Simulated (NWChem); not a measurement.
# AgCl (silver chloride) at 6 levels

Wanted: a comparison of 6 runs (HF/3-21G, HF/def2-SVP, CAM-B3LYP/3-21G, CCSD/def2-TZVPP, CCSD(T)/def2-SVP, CCSD(T)/def2-TZVP) of AgCl (silver chloride). 

The calculation is run with NWChem 7.3.0.

1 further run of the same task is left out (it didn't finish).

## 1. The molecule

AgCl: 2 atoms, total charge 0, spin state singlet. As SMILES, `[Cl][Ag]`. Geometry: relaxed at PBE0-D4/def2-TZVP.

Bond lengths: Cl1–Ag2 2.286 Å.

## 2. Energy and gradient at HF/3-21G (run 1)

Contents of run.py:

```python
from ase import Atoms
from ase.calculators.nwchem import NWChem

molecule = Atoms(['Cl', 'Ag'], positions=[
    [0.987600, -0.377500, 0.491000],
    [-0.958100, 0.317400, -0.487000],
])

calc = NWChem(
    label='m1',
    theory='scf',
    memory='2200 mb',
    basis='3-21G',
    basispar='spherical bse',
    scf={'nopen': '0', 'rhf': None, 'thresh': '1e-08', 'maxiter': '80'},
)
molecule.calc = calc

forces = molecule.get_forces()
print(f"energy = {molecule.get_potential_energy():.6f} eV")
print("forces (eV/A):")
for s, f in zip(molecule.symbols, forces):
    print(f"{s:2s} {f[0]:10.5f} {f[1]:10.5f} {f[2]:10.5f}")
print("dipole (e A):", molecule.get_dipole_moment().round(4))
```

Command:

```
$ export ASE_NWCHEM_COMMAND="nwchem PREFIX.nwi > PREFIX.nwo"
$ python run.py
```

What it wrote:

```text
energy = -153223.249454 eV
forces (eV/A):
Cl    1.97939   -0.70695    0.99497
Ag   -1.97939    0.70695   -0.99497
dipole (e A): [-1.475   0.5268 -0.7414]
```

The calculator wrote m1.nwi:

```
title "m1"

permanent_dir m1

scratch_dir m1

start m1

geometry units angstrom nocenter noautosym noautoz
  Cl 9.8760000000000003e-01 -3.7750000000000000e-01 4.9099999999999999e-01
  Ag -9.5809999999999995e-01 3.1740000000000002e-01 -4.8699999999999999e-01
end

memory 2200 mb

basis spherical bse noprint
   * library 3-21G
end

scf
  nopen 0
  rhf
  thresh 1e-08
  maxiter 80
end

task scf gradient
```

m1.nwo, shortened:

```text
[...]
      One-electron energy =  -8161.509029026429
[... 1 line left out ...]
 Nuclear repulsion energy =    184.969393024966
[... 50 lines left out ...]
                       ROHF Final Molecular Orbital Analysis
[... 180 lines left out ...]
       Multipole analysis of the density wrt the origin
[...]
  wavefunction    =   RHF
                         RHF ENERGY GRADIENTS
    atom               coordinates                        gradient
                 x          y          z           x          y          z
   1 Cl      1.866293  -0.713372   0.927855   -0.038493   0.013748  -0.019349
   2 Ag     -1.810546   0.599799  -0.920297    0.038493  -0.013748   0.019349
[...]
```

Wall time 3.9 s (1 thread of AMD EPYC 9R45 (Zen 5), shared host); peak memory 0.099 GiB.

## 3. Energy and gradient at HF/def2-SVP (core potential) (run 2)

Contents of run.py:

```python
from ase import Atoms
from ase.calculators.nwchem import NWChem

system = Atoms(['Cl', 'Ag'], positions=[
    [0.987600, -0.377500, 0.491000],
    [-0.958100, 0.317400, -0.487000],
])

calc = NWChem(
    label='geom',
    theory='scf',
    memory='2200 mb',
    basis='def2-SVP',
    basispar='spherical bse',
    scf={'nopen': '0', 'rhf': None, 'thresh': '1e-08', 'maxiter': '80'},
    **{'ecp bse': {'Ag library': 'def2-SVP'}},
)
system.calc = calc

forces = system.get_forces()
print("Total energy (eV):", round(system.get_potential_energy(), 6))
print("forces (eV/A):")
for s, f in zip(system.symbols, forces):
    print(f"{s:2s} {f[0]:10.5f} {f[1]:10.5f} {f[2]:10.5f}")
print("dipole (e A):", system.get_dipole_moment().round(4))
```

Command:

```
$ export ASE_NWCHEM_COMMAND="nwchem PREFIX.nwi > PREFIX.nwo"
$ python run.py
```

What it wrote:

```text
Total energy (eV): -16475.955591
forces (eV/A):
Cl    0.95342   -0.34052    0.47925
Ag   -0.95342    0.34052   -0.47925
dipole (e A): [-1.1965  0.4273 -0.6014]
```

The calculator wrote geom.nwi:

```
title "geom"

permanent_dir geom

scratch_dir geom

start geom

geometry units angstrom nocenter noautosym noautoz
  Cl 9.8760000000000003e-01 -3.7750000000000000e-01 4.9099999999999999e-01
  Ag -9.5809999999999995e-01 3.1740000000000002e-01 -4.8699999999999999e-01
end

memory 2200 mb

basis spherical bse noprint
   * library def2-SVP
end

scf
  nopen 0
  rhf
  thresh 1e-08
  maxiter 80
end
ecp bse
  Ag library def2-SVP
end

task scf gradient
```

geom.nwo, shortened:

```text
[...]
      One-electron energy =  -1047.116150585018
[... 1 line left out ...]
 Nuclear repulsion energy =     74.774861010093
[... 36 lines left out ...]
                       ROHF Final Molecular Orbital Analysis
[... 173 lines left out ...]
       Multipole analysis of the density wrt the origin
[...]
  wavefunction    =   RHF
                         RHF ENERGY GRADIENTS
    atom               coordinates                        gradient
                 x          y          z           x          y          z
   1 Cl      1.866293  -0.713372   0.927855   -0.018541   0.006622  -0.009320
   2 Ag     -1.810546   0.599799  -0.920297    0.018541  -0.006622   0.009320
[...]
```

It took 3.9 s on 1 thread of AMD EPYC 9R45 (Zen 5), shared host; peak memory 0.1 GiB.

Runs 3 to 5 aren't shown in full; the table further down has their settings and results.

## 4. A single-point energy at CCSD(T)/def2-TZVP (core potential) (run 6)

Contents of agcl.nw:

```
START agcl
memory stack 880 mb heap 220 mb global 1100 mb

GEOMETRY units angstrom noautosym nocenter noautoz
 Cl       0.987600      -0.377500       0.491000
 Ag      -0.958100       0.317400      -0.487000
END

BASIS spherical bse
 * library def2-TZVP
END

ECP bse
 Ag library def2-TZVP
END

SCF
 thresh 1e-08
 maxiter 80
END

CCSD
 freeze core 5
 maxiter 60
END

TASK ccsd(t) energy
```

Command:

```
$ nwchem agcl.nw > agcl.out
```

What it wrote:

```text
[...]
  functions       =    77
[...]
  wavefunction    = RHF
[...]
         Total SCF energy =   -605.671180419924
      One-electron energy =  -1047.180922747196
      Two-electron energy =    366.734881317180
 Nuclear repulsion energy =     74.774861010093
        Time for solution =      7.2s
[...]
 Total MP2 energy:           -606.325506929916173
[...]
             energy      energy      error      ampl     ampl      Block
                                                time     time      time
[...]
 Total CCSD energy:           -606.315607922388494
[...]
 Total CCSD+T(CCSD) energy:           -606.334346949196856
[...]
 Total CCSD(T) energy:                -606.332970256968110
[...]
```

It took 53 s on 1 thread of AMD EPYC 9R45 (Zen 5), shared host; peak memory 0.21 GiB.

## 5. All runs side by side

| run | level | core potential | iteration cap | energy (Eh) | HOMO energy (eV) | LUMO energy (eV) | HOMO–LUMO gap (eV) | wall time |
| --- | --- | --- | --- | --- | --- | --- | --- | --- |
| 1 | HF/3-21G | – | 80 | -5630.850605 | -9.94 | -0.44 | 9.50 | 3.9 s |
| 2 | HF/def2-SVP (core potential) | def2-SVP | 80 | -605.480205 | -10.11 | -0.42 | 9.69 | 3.9 s |
| 3 | CAM-B3LYP/3-21G | – | 100 | -5634.181957 | -8.36 | -1.99 | 6.37 | 5.7 s |
| 4 | CCSD/def2-TZVPP (core potential) | def2-TZVPP | 80 | -606.506342 | -10.35 | -0.46 | 9.89 | 1.8 min |
| 5 | CCSD(T)/def2-SVP (core potential) | def2-SVP | 80 | -605.948578 | -10.11 | -0.42 | 9.69 | 13 s |
| 6 | CCSD(T)/def2-TZVP (core potential) | def2-TZVP | 80 | -606.332970 | -10.33 | -0.50 | 9.83 | 53 s |

## 6. Summary of results

| quantity | value |
| --- | --- |
| run 6: total energy | -606.33297 Eh |
| run 6: HOMO energy (Hartree–Fock orbitals) | -10.33 eV |
| run 6: LUMO energy (Hartree–Fock orbitals) | -0.50 eV |
| run 6: HOMO–LUMO gap (Hartree–Fock orbitals) | 9.83 eV |
| run 6: correlation energy (5 core orbitals frozen) | -661.8 mEh |
| run 6: (T) correction | -17.36 mEh |

Over runs 1, 2, 3 the dipole moment (its size) runs from 6.75 D (HF/def2-SVP) to 8.32 D (HF/3-21G). The two ends differ in basis and core potential. Over runs 1, 2, 3 the HOMO–LUMO gap runs from 6.37 eV (CAM-B3LYP/3-21G) to 9.69 eV (HF/def2-SVP). The two ends differ in method and basis and core potential. Some runs of one species differ in core potentials or relativity; totals across that change don't compare. In runs 1, 3 relativity is left out where basis or elements ask for it. All runs together took 3.2 min, the longest 1.8 min.
